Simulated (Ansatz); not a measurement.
**Pd (fcc type): a single-point run**

Wanted: a converged single-point run for Pd (fcc type), and a check of what comes out. The structure is shown as the input types it.

Program: Ansatz 0.2.0. Level of theory: DFT, PBE, all-electron LAPW, scalar-relativistic. These are calculated values, not measurements.

1 further run of the same task is left out (it didn't finish).

## 1. The structure to begin with

It takes space group Fm-3m (No. 225, cubic). Conventional cell: a = 7.457 Å, b = 7.457 Å, c = 7.457 Å, α = 90.00°, β = 90.00°, γ = 90.00°.

As a file:

```
CELL_PARAMETERS angstrom
-3.72853 3.72853 0.00000
0.00000 0.00000 7.45706
3.72853 3.72853 0.00000
ATOMIC_POSITIONS crystal
Pd 0.00000 0.00000 0.00000
Pd 0.50000 0.50000 0.50000
```

## 2. The calculation

input.yaml

```yaml
crystal:
  lattice:
    - [-3.72852824, 3.72852824, 0.0]
    - [0.0, 0.0, 7.45705647]
    - [3.72852824, 3.72852824, 0.0]
  atoms:
    - { symbol: Pd, position: [0.0, 0.0, 0.0] }
    - { symbol: Pd, position: [0.5, 0.5, 0.5] }
kpoints:
  mp_grid: { grid: [12, 8, 12] }
scf:
  occupations: { method: fermi_dirac, width: 0.1 }
  max_iter: 75
hamiltonian:
  xc: pbe
  pseudopotentials: { kind: all_electron, lapw: { basis_error: 0.001 } }
output:
  forces: true
  stress: true
  eigenvalues: true
```

Started as:

```console
ansatz run input.yaml --threads 2 --pin off --max-ram 5120MiB --backend cpu --events-out ev --progress --plain --runs-dir out
```

**Question.** How will this run end, and is anything wrong with its input?

This run ends as converged. Convergence says nothing about whether the input makes sense.

The structure is inflated by the factor 1.89 between bohr and ångström. The shortest distance in the input is 5.27 Å, between atoms 1 (Pd) and 2 (Pd).

The cure: divide the lengths by 1.8897.
